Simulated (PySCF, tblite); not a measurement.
**C4H6OSSi: geometry, infrared bands and NMR shifts**

Aim: predict the infrared bands and NMR shifts of C4H6OSSi (`S[SiH2]c1ccoc1`).

The runs use tblite 0.8.0 and PySCF 2.14.0, with density-fitted response routines of our own; the level of theory stands in each step. All values are computed, except where a source is named. Atoms count from 0, in the outputs and in this text.

## (1) The starting structure

13 atoms, charge 0, multiplicity 1; geometry from: force field or distance geometry start.

Bonds of the start (Å): S0–Si1 2.15, Si1–C2 1.83, C2–C3 1.43, C3–C4 1.38, C4–O5 1.35, O5–C6 1.36, C6–C2 1.37, S0–H7 1.35, Si1–H8 1.48, Si1–H9 1.50, C3–H10 1.07, C4–H11 1.09, C6–H12 1.10.

## (2) Geometry optimisation with GFN2-xTB

The job: settings as JSON, then the geometry in Å.

```
{"job": {"kind": "relax", "xc": "GFN2-xTB", "basis": "xTB"}, "charge": 0, "multiplicity": 1}
S      2.775300     1.034600     0.533400
Si     1.624700    -0.735000     0.144000
C     -0.105200    -0.256000    -0.194100
C     -0.573400     0.629200    -1.217500
C     -1.942600     0.665800    -1.060700
O     -2.346800    -0.123700    -0.040400
C     -1.220300    -0.680200     0.487600
H      1.966200     1.523100     1.493700
H      2.244700    -1.456600    -0.993500
H      1.703300    -1.598300     1.367200
H      0.000000     1.158500    -1.952600
H     -2.735800     1.183500    -1.590400
H     -1.394500    -1.344300     1.341100
```

Launch:

```sh
$ OMP_NUM_THREADS=1 python probes_run.py task.json out
```

The driver reads the jobs from task.json and runs them one after another.

**Question.** This job is followed by: GFN2-xTB harmonic vibrations, gas phase; GIAO PBE0/pcSseg-1 NMR shielding, non-relativistic, gas phase. Predict these results of the whole session: strongest single infrared mode (GFN2-xTB); zero-point energy (GFN2-xTB); 13C shifts against TMS (PBE0/pcSseg-1); 1H shifts against TMS (PBE0/pcSseg-1, means over atoms taken as alike); 33S shifts against CS2 (PBE0/pcSseg-1); 29Si shifts against TMS (PBE0/pcSseg-1); 17O shifts against H2O (PBE0/pcSseg-1); surface potential, 1st and 99th percentile.

As calculated:

```
                                                              quantity                              value
                             strongest single infrared mode (GFN2-xTB)               740 cm⁻¹, 266 km/mol
                                          zero-point energy (GFN2-xTB)                      52.7 kcal/mol
                                13C shifts against TMS (PBE0/pcSseg-1)     153.3, 149.1, 121.9, 120.5 ppm
1H shifts against TMS (PBE0/pcSseg-1, means over atoms taken as alike)  7.68, 7.55, 6.94, 5.33, -0.01 ppm
                                33S shifts against CS2 (PBE0/pcSseg-1)                           -238 ppm
                               29Si shifts against TMS (PBE0/pcSseg-1)                          -43.3 ppm
                                17O shifts against H2O (PBE0/pcSseg-1)                          313.8 ppm
                                 surface potential, 1st and 99th percentile                 -0.96 V and 1.30 V
```

**Reading.** Relaxing lowered the energy by 0.120 eV in 41 steps; the close pair that moved most is Si1–C2, from 1.827 to 1.867 Å. All 33 modes are real, so the xTB geometry is a minimum. The strongest single mode, at 740 cm⁻¹, is carried by H7, H8, H9. Unscaled tight-binding wavenumbers are off by several per cent, some by more. Its intensities can rank the bands wrongly. At PBE0/pcSseg-1: The widest tensor belongs to O5: span 381 ppm, with a paramagnetic part of -375 ppm. NICS(1)zz of -27 ppm above the planar ring from C2 marks a diatropic (aromatic) ring current.
